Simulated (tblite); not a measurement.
# C4H3O3S3: the cost of one run

Computed with tblite 0.8.0 and PySCF 2.14.0 and routines of our own; the level stands in each step. Atoms count from 0.

### Step 1. The starting structure

13 atoms, charge -1, multiplicity 1; geometry from: start built from the parent or by distance geometry.

### Step 2. Geometry optimisation with GFN2-xTB

Job settings and geometry (Å):

```
{"job": {"kind": "relax", "xc": "GFN2-xTB", "basis": "xTB"}, "charge": -1, "multiplicity": 1}
O     -2.849100     1.378400     0.407000
S     -2.522100    -0.002400    -0.053200
O     -3.187400    -1.075800     0.790200
O     -3.078000    -0.129100    -1.643300
C     -0.782000    -0.310600     0.019900
C      0.153700     0.554100     0.422300
C      1.455800     0.153600     0.375300
S      2.856700     1.203500     0.925800
C      1.686500    -1.120500    -0.089800
S      0.025700    -1.910900    -0.541400
H     -0.113500     1.567600     0.798300
H      3.724500     1.292300    -0.147000
H      2.620600    -1.599200    -0.178100
```

Command:

```console
OMP_NUM_THREADS=1 python redox_run.py task.json out
```

This one command runs all jobs of the session in turn.

**Question.** How long does this first job take on 1 thread of Intel Xeon at 2.50GHz, shared host?

About 2.5 s.
